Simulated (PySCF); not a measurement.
# The bond of TiBr−, level by level

One job finds the state of TiBr−, follows it along the bond with each method and fits the curves.

Computed with PySCF 2.14.0. Level: Ti def2-TZVPPD, Br def2-TZVPPD, no relativity.

## 1. Set-up

Settings of the job:

- atoms: Ti, Br
- charge: -1
- basis: Ti def2-TZVPPD, Br def2-TZVPPD
- Hamiltonian: no relativity
- basis functions: 124
- electrons treated: 58
- masses in u: 47.9479, 78.9183
- levels: PBE0, PBE, r²SCAN, TPSSh, BHandHLYP, BP86, revPBE, B97-3, LC-ωPBE, HF, MP2, SCS-MP2
- grid: 80 radial by 434 angular points
- occupations: held fixed by the projection of orbital angular momentum
- dissociation limit: Ti + Br−, each in its ground configuration
- starting distance in angstrom: 2.480
- values of 2S to try: 0, 2, 4

Launch:

```
OMP_NUM_THREADS=2 python dia.py task.json out
```

Further steps of the session: PBE0 along the bond; Higher solutions at PBE0; PBE (GGA); r²SCAN; TPSSh (hybrid meta-GGA); BHandHLYP; BP86; revPBE (GGA); B97-3 (global hybrid GGA); LC-ωPBE (range-separated hybrid); ROHF (mean field).

What does the calculation give? Wanted: for each run, Re; ωe; De; μ.

The runs gave:

Lowest PBE0 solution found, without spin–orbit coupling: triplet, unpaired electrons π ↑, δ ↑. State 2 has its PBE0 minimum 0.05 eV higher. State 3 has its PBE0 minimum 0.25 eV higher, as a spin-mixed determinant (⟨S²⟩ = 2.54), so this is no gap between pure states. State 4 has its PBE0 minimum 0.26 eV higher. The other levels ran on the lowest alone.

| level | Re (Å) | ωe (cm⁻¹) | De (eV) | μ (D) |
| --- | --- | --- | --- | --- |
| ROHF | 2.710 | 192.9 | 1.21 | 5.18 |
| ROHF-MP2 | 2.577 | 220.0 | 1.50 | n/a |
| ROHF-SCS-MP2 | 2.609 | 212.6 | 1.41 | n/a |
| PBE | 2.502 | 237.9 | 1.98 | 5.08 |
| revPBE | 2.529 | 227.9 | 1.84 | 5.25 |
| BP86 | 2.505 | 236.6 | 1.91 | 5.03 |
| r²SCAN | 2.516 | 239.9 | 2.03 | 5.68 |
| TPSSh | 2.533 | 233.0 | 1.83 | 5.41 |
| PBE0 | 2.537 | 232.0 | 1.75 | 5.09 |
| B97-3 | 2.573 | 220.2 | 1.56 | 4.89 |
| BHandHLYP | 2.610 | 211.2 | 1.38 | 4.55 |
| LC-ωPBE | 2.541 | 235.3 | 1.80 | 5.58 |

De is counted to Ti + Br− in their ground configurations. A positive dipole points from Ti to Br; in an ion it is taken about the centre of mass and does not tell which atom is negative. ⟨S²⟩ is off the pure value of 2.00 by over a tenth at r²SCAN 2.31, LC-ωPBE 2.30.

**Reading.** The methods spread over 0.208 Å in bond length, from PBE to ROHF. Of the levels with a De here, ROHF gives the least (1.21 eV) and r²SCAN the most (2.03 eV).

Correlated steps freeze 14 core orbitals. The state is the lowest single determinant that the PBE0 search found; with open d or f shells the true ground state can be another one. With some functionals the highest level of the anion is positive, from self-interaction error or because the anion is truly unbound there; the finite basis then holds the extra electron, and no neutral molecule was run to test the binding.
